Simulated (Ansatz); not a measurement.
# C₅H₁₄FGeNO: a ladder of functionals and wavefunction methods

Aim: compute C₅H₁₄FGeNO with functionals from several rungs and with coupled cluster, and see how far each lands from CCSD(T) at the basis-set limit for the atomisation energy.

Method: functionals in def2-TZVPP, the program's frozen cores in correlated methods; program: Ansatz 0.2.0, Gaussian basis.

Levels to be run: LDA (SPW92), PBE-D4, revPBE-D4, BLYP-D4, r2SCAN-D4, B97M-V, PBE0-D4, B3LYP-D4, r2SCANh-D4, r2SCAN0-D4, HSE06-D4, BHLYP-D4, CAM-B3LYP-D4, LC-ωPBE, ωB97X-V, ωB97M-V, B2PLYP, PBE-QIDH; CCSD(T)/def2-SVP; CCSD(T)/def2-TZVPP; MP2/def2-QZVPP; extrapolation to the limit; RPA on PBE.

**1. Structure used throughout**

All runs share one geometry, relaxed beforehand with PBE0-D4 in a triple-zeta def2 set.

SMILES `CC[N](C)[Ge]([CH3])([F])[O]C`, 23 atoms, charge 0, spin multiplicity 1.

Atoms are counted from 1 here; the program's logs count them from 0.

Bond lengths: C1–C2 1.514 Å, C1–H10 1.091 Å, C1–H11 1.094 Å, C1–H12 1.092 Å, C2–N3 1.448 Å, C2–H13 1.099 Å, C2–H14 1.104 Å, N3–C4 1.446 Å, N3–Ge5 1.820 Å, C4–H15 1.101 Å, C4–H16 1.097 Å, C4–H17 1.091 Å, Ge5–C6 1.928 Å, Ge5–F7 1.745 Å, Ge5–O8 1.763 Å, C6–H18 1.090 Å, C6–H19 1.090 Å, C6–H20 1.090 Å and more. Angles: C2–C1–H10 111.3°, C2–C1–H11 112.2°, C2–C1–H12 109.7°, H10–C1–H11 107.6°, H10–C1–H12 108.8°, H11–C1–H12 107.2°, C1–C2–N3 114.3°, C1–C2–H13 108.8°, C1–C2–H14 109.4°, N3–C2–H13 107.6°, N3–C2–H14 110.7°, H13–C2–H14 105.7°, C2–N3–C4 112.3°, C2–N3–Ge5 123.0°, C4–N3–Ge5 117.7°, N3–C4–H15 112.5°, N3–C4–H16 110.2°, N3–C4–H17 110.9° and more.

Coordinates:

```xyz
23
C5H14FGeNO
C    -0.05726   -0.73263   -2.51245
C    -0.85195   -1.23215   -1.32495
N    -0.37191   -0.75717   -0.04370
C    -1.11030   -1.32225    1.06373
Ge    0.37715    0.88577    0.18766
C    -0.61365    2.48220   -0.24592
F     1.84094    0.90874   -0.76192
O     0.87940    0.99996    1.87396
C     1.90476    0.15820    2.35901
H     0.99817   -0.99096   -2.41995
H    -0.12320    0.35325   -2.62592
H    -0.44849   -1.17687   -3.42978
H    -0.81154   -2.33048   -1.30785
H    -1.91681   -0.97477   -1.46168
H    -2.19414   -1.14452    0.98233
H    -0.96063   -2.40859    1.10452
H    -0.77285   -0.90006    2.01108
H    -0.95084    2.44862   -1.28196
H     0.02537    3.35339   -0.10341
H    -1.48179    2.56263    0.40907
H     2.85108    0.33512    1.83803
H     2.04309    0.37909    3.41961
H     1.65009   -0.90343    2.25611
```

**2. LDA**

This LDA is Slater exchange with PW92 correlation.

File in.yaml:

```yaml
crystal:
  periodic: [false, false, false]
  atoms:
    - {symbol: C, position_ang: [-0.057258, -0.732630, -2.512447]}
    - {symbol: C, position_ang: [-0.851951, -1.232147, -1.324949]}
    - {symbol: N, position_ang: [-0.371907, -0.757170, -0.043700]}
    - {symbol: C, position_ang: [-1.110302, -1.322254, 1.063728]}
    - {symbol: Ge, position_ang: [0.377146, 0.885774, 0.187656]}
    - {symbol: C, position_ang: [-0.613646, 2.482199, -0.245924]}
    - {symbol: F, position_ang: [1.840940, 0.908741, -0.761916]}
    - {symbol: O, position_ang: [0.879405, 0.999965, 1.873961]}
    - {symbol: C, position_ang: [1.904764, 0.158195, 2.359012]}
    - {symbol: H, position_ang: [0.998168, -0.990962, -2.419948]}
    - {symbol: H, position_ang: [-0.123196, 0.353249, -2.625922]}
    - {symbol: H, position_ang: [-0.448493, -1.176872, -3.429778]}
    - {symbol: H, position_ang: [-0.811538, -2.330479, -1.307853]}
    - {symbol: H, position_ang: [-1.916814, -0.974767, -1.461680]}
    - {symbol: H, position_ang: [-2.194137, -1.144519, 0.982327]}
    - {symbol: H, position_ang: [-0.960627, -2.408588, 1.104516]}
    - {symbol: H, position_ang: [-0.772848, -0.900056, 2.011084]}
    - {symbol: H, position_ang: [-0.950842, 2.448615, -1.281963]}
    - {symbol: H, position_ang: [0.025373, 3.353395, -0.103409]}
    - {symbol: H, position_ang: [-1.481791, 2.562634, 0.409067]}
    - {symbol: H, position_ang: [2.851077, 0.335124, 1.838028]}
    - {symbol: H, position_ang: [2.043089, 0.379086, 3.419606]}
    - {symbol: H, position_ang: [1.650087, -0.903430, 2.256106]}
basis:
  gaussian: {orbitals: def2-TZVPP}
hamiltonian: {xc: lda}
output: {orbitals: {seedname: orbitals}}
```

Command:

```
ansatz run in.yaml --threads 5 --pin off --events-out ev --progress --plain --max-ram 66560MiB --backend cuda --devices 0, --max-vram 37GiB
```

After this run come: PBE-D4 (GGA); revPBE-D4 (GGA); BLYP-D4 (GGA); r2SCAN-D4 (meta-GGA); B97M-V (meta-GGA); PBE0-D4 (hybrid); B3LYP-D4 (hybrid); r2SCANh-D4 (hybrid); r2SCAN0-D4 (hybrid); HSE06-D4 (hybrid); BHLYP-D4 (hybrid); CAM-B3LYP-D4 (range-separated); LC-ωPBE (range-separated); ωB97X-V (range-separated); ωB97M-V (range-separated); B2PLYP (double hybrid); PBE-QIDH (double hybrid); CCSD(T) in def2-SVP; CCSD(T) in def2-TZVPP; MP2 in def2-QZVPP; RPA on PBE orbitals.

**Question.** What will the summary of the whole plan be? Wanted: atomisation energy, CCSD(T)/CBS; farthest beyond LDA; mean size of error, GGA; mean size of error, meta-GGA; mean size of error, hybrid; mean size of error, range-separated; mean size of error, double hybrid; gap, smallest and largest; T1 diagnostic.

The runs gave:

| quantity | value |
| --- | --- |
| atomisation energy, CCSD(T)/CBS | 8834.0 kJ/mol |
| functionals within 88.3 kJ/mol (1.0 %) | revPBE-D4, BLYP-D4, r2SCAN-D4, B97M-V, PBE0-D4, B3LYP-D4, r2SCANh-D4, HSE06-D4, CAM-B3LYP-D4, LC-ωPBE, ωB97X-V, ωB97M-V, PBE-QIDH |
| farthest beyond LDA | BHLYP-D4 (-257.1 kJ/mol) |
| mean size of error, GGA | 84.4 kJ/mol |
| mean size of error, meta-GGA | 5.6 kJ/mol |
| mean size of error, hybrid | 77.7 kJ/mol |
| mean size of error, range-separated | 21.1 kJ/mol |
| mean size of error, double hybrid | 81.4 kJ/mol |
| gap, smallest and largest | 4.86 eV (LDA (SPW92)), 12.02 eV (LC-ωPBE) |
| T1 diagnostic | 0.0111 |
| triples share of the correlation energy | 3.7 % |

The LDA atomisation energy is off by 1258.2 kJ/mol (14 %): it overbinds. PBE-D4 misses by +146.9 kJ/mol. Double hybrids carry the basis error of their MP2 part in triple zeta, and no dispersion term here, so their miss is partly the set-up's. The rungs meta-GGA, range-separated, hybrid, double hybrid, GGA miss on average by less than the doubt on the reference (88.3 kJ/mol), so they tie. Misses under about 88.3 kJ/mol are within the doubt on the reference itself, which lacks core-valence correlation, relativity and higher excitations, and its outer-core shells are covered unevenly. Hartree-Fock recovers 73 % of the binding; the rest is correlation. CCSD(T) in def2-SVP is off by -432.1 kJ/mol, more than most functionals: a good method in a small basis is no reference. The gap grows from 4.9 to 12.0 eV across the functionals, mostly with the share of exact exchange. Correlated methods include outer-core shells of Ge, which these sets cover unevenly.
